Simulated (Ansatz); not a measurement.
**C4H10AlGaSe: up Jacob's ladder to CCSD(T)**

Aim: compute C4H10AlGaSe with functionals from several rungs and with coupled cluster, and see how far each lands from CCSD(T) at the basis-set limit for the atomisation energy.

The runs use Ansatz 0.2.0, Gaussian basis; functionals in def2-TZVPP, the program's frozen cores in correlated methods.

Plan: LDA (SPW92), PBE-D4, revPBE-D4, BLYP-D4, r2SCAN-D4, B97M-V, PBE0-D4, B3LYP-D4, r2SCANh-D4, r2SCAN0-D4, HSE06-D4, BHLYP-D4, CAM-B3LYP-D4, LC-ωPBE, ωB97X-V, ωB97M-V, B2PLYP, PBE-QIDH; CCSD(T)/def2-SVP; CCSD(T)/def2-TZVPP; MP2/def2-QZVPP; extrapolation to the limit; RPA on PBE.

## 1. The geometry

The geometry comes from an earlier relaxation with PBE0-D4 in a triple-zeta def2 set; it is a stationary point, not always the lowest conformer.

17 atoms, charge 0, spin multiplicity 1.

Atoms are counted from 1 here; the program's logs count them from 0.

Bond lengths: C1–C2 1.330 Å, C1–H8 1.084 Å, C1–H9 1.089 Å, C2–Ga3 1.972 Å, C2–C4 1.495 Å, Ga3–Se6 2.612 Å, Ga3–H10 1.700 Å, Ga3–H11 1.552 Å, C4–Al5 2.030 Å, C4–Se6 1.977 Å, C4–H12 1.093 Å, Al5–H10 1.827 Å, Al5–H13 1.589 Å, Al5–H14 1.596 Å, Se6–C7 1.945 Å, C7–H15 1.090 Å, C7–H16 1.086 Å, C7–H17 1.088 Å. Angles: C2–C1–H8 121.9°, C2–C1–H9 121.6°, H8–C1–H9 116.5°, C1–C2–Ga3 135.8°, C1–C2–C4 127.0°, Ga3–C2–C4 97.2°, C2–Ga3–Se6 69.2°, C2–Ga3–H10 98.6°, C2–Ga3–H11 144.9°, Se6–Ga3–H10 90.2°, Se6–Ga3–H11 123.4°, H10–Ga3–H11 112.9°, C2–C4–Al5 100.1°, C2–C4–Se6 98.9°, C2–C4–H12 116.2°, Al5–C4–Se6 108.9°, Al5–C4–H12 120.2°, Se6–C4–H12 110.1° and more.

As a file:

```
C    -2.0838   -1.3906    1.4959
C    -1.1110   -0.6350    0.9943
Ga    0.1901    0.6577    1.7186
C    -0.6963   -0.5366   -0.4382
Al    1.2188   -1.1968   -0.3023
Se   -0.6853    1.4325   -0.6176
C     0.7717    1.8761   -1.8271
H    -2.2778   -1.4408    2.5612
H    -2.7162   -2.0051    0.8576
H     1.5960    0.0357    0.9932
H     0.4946    1.6351    2.8848
H    -1.3796   -0.9767   -1.1688
H     1.3555   -2.5999    0.4305
H     2.2632   -0.7710   -1.4308
H     0.8095    2.9646   -1.8606
H     1.7144    1.4666   -1.4758
H     0.5364    1.4844   -2.8147
```

## 2. LDA

This LDA is Slater exchange with PW92 correlation.

Input file in.yaml:

```yaml
crystal:
  periodic: [false, false, false]
  atoms:
    - {symbol: C, position_ang: [-2.083761, -1.390643, 1.495885]}
    - {symbol: C, position_ang: [-1.111047, -0.634981, 0.994266]}
    - {symbol: Ga, position_ang: [0.190066, 0.657692, 1.718623]}
    - {symbol: C, position_ang: [-0.696307, -0.536636, -0.438221]}
    - {symbol: Al, position_ang: [1.218769, -1.196837, -0.302279]}
    - {symbol: Se, position_ang: [-0.685266, 1.432467, -0.617607]}
    - {symbol: C, position_ang: [0.771653, 1.876110, -1.827144]}
    - {symbol: H, position_ang: [-2.277793, -1.440768, 2.561205]}
    - {symbol: H, position_ang: [-2.716248, -2.005065, 0.857645]}
    - {symbol: H, position_ang: [1.595984, 0.035687, 0.993154]}
    - {symbol: H, position_ang: [0.494603, 1.635057, 2.884831]}
    - {symbol: H, position_ang: [-1.379627, -0.976732, -1.168826]}
    - {symbol: H, position_ang: [1.355528, -2.599937, 0.430485]}
    - {symbol: H, position_ang: [2.263177, -0.770979, -1.430825]}
    - {symbol: H, position_ang: [0.809492, 2.964555, -1.860639]}
    - {symbol: H, position_ang: [1.714397, 1.466580, -1.475825]}
    - {symbol: H, position_ang: [0.536390, 1.484410, -2.814738]}
basis:
  gaussian: {orbitals: def2-TZVPP}
hamiltonian: {xc: lda}
output: {orbitals: {seedname: orbitals}}
```

On the command line:

```console
ansatz run in.yaml --threads 2 --pin off --events-out ev --progress --plain --max-ram 32768MiB --backend cuda --devices 0, --max-vram 18GiB
```

The runs that follow: PBE-D4 (GGA); revPBE-D4 (GGA); BLYP-D4 (GGA); r2SCAN-D4 (meta-GGA); B97M-V (meta-GGA); PBE0-D4 (hybrid); B3LYP-D4 (hybrid); r2SCANh-D4 (hybrid); r2SCAN0-D4 (hybrid); HSE06-D4 (hybrid); BHLYP-D4 (hybrid); CAM-B3LYP-D4 (range-separated); LC-ωPBE (range-separated); ωB97X-V (range-separated); ωB97M-V (range-separated); B2PLYP (double hybrid); PBE-QIDH (double hybrid); CCSD(T) in def2-SVP; CCSD(T) in def2-TZVPP; MP2 in def2-QZVPP; RPA on PBE orbitals.

**Question.** What will the summary of the whole plan be? Wanted: atomisation energy, CCSD(T)/CBS; farthest beyond LDA; mean size of error, GGA; mean size of error, meta-GGA; mean size of error, hybrid; mean size of error, range-separated; mean size of error, double hybrid; gap, smallest and largest; T1 diagnostic.

As calculated:

```
                               quantity                                                                                                                                 value
        atomisation energy, CCSD(T)/CBS                                                                                                                             60.796 eV
    functionals within 0.608 eV (1.0 %)  revPBE-D4, r2SCAN-D4, B97M-V, PBE0-D4, B3LYP-D4, r2SCANh-D4, r2SCAN0-D4, HSE06-D4, CAM-B3LYP-D4, LC-ωPBE, ωB97X-V, ωB97M-V, PBE-QIDH
                    farthest beyond LDA                                                                                                                  BHLYP-D4 (-1.742 eV)
                mean size of error, GGA                                                                                                                              0.665 eV
           mean size of error, meta-GGA                                                                                                                              0.294 eV
             mean size of error, hybrid                                                                                                                              0.507 eV
    mean size of error, range-separated                                                                                                                              0.271 eV
      mean size of error, double hybrid                                                                                                                              0.642 eV
              gap, smallest and largest                                                                                             3.84 eV (LDA (SPW92)), 10.27 eV (LC-ωPBE)
                          T1 diagnostic                                                                                                                                0.0125
triples share of the correlation energy                                                                                                                                 4.4 %
```

In words: The LDA atomisation energy is off by 8.477 eV (14 %): it overbinds. PBE-D4 misses by +0.915 eV. Double hybrids carry the basis error of their MP2 part in triple zeta, and no dispersion term here, so their miss is partly the set-up's. The rungs range-separated, meta-GGA, hybrid miss on average by less than the doubt on the reference (0.608 eV), so they tie. The reference freezes the cores and leaves out relativity and excitations past (T), and its outer-core shells are covered unevenly, so misses under about 0.608 eV can't be ranked. All levels share the lack of spin-orbit coupling, which lowers the free heavy atoms and so the true binding. Hartree-Fock recovers 73 % of the binding; the rest is correlation. CCSD(T) in def2-SVP is off by -3.126 eV, more than most functionals: a good method in a small basis is no reference. The gap grows from 3.8 to 10.3 eV across the functionals, mostly with the share of exact exchange. Correlated methods include outer-core shells of Ga, Se, which these sets cover unevenly.
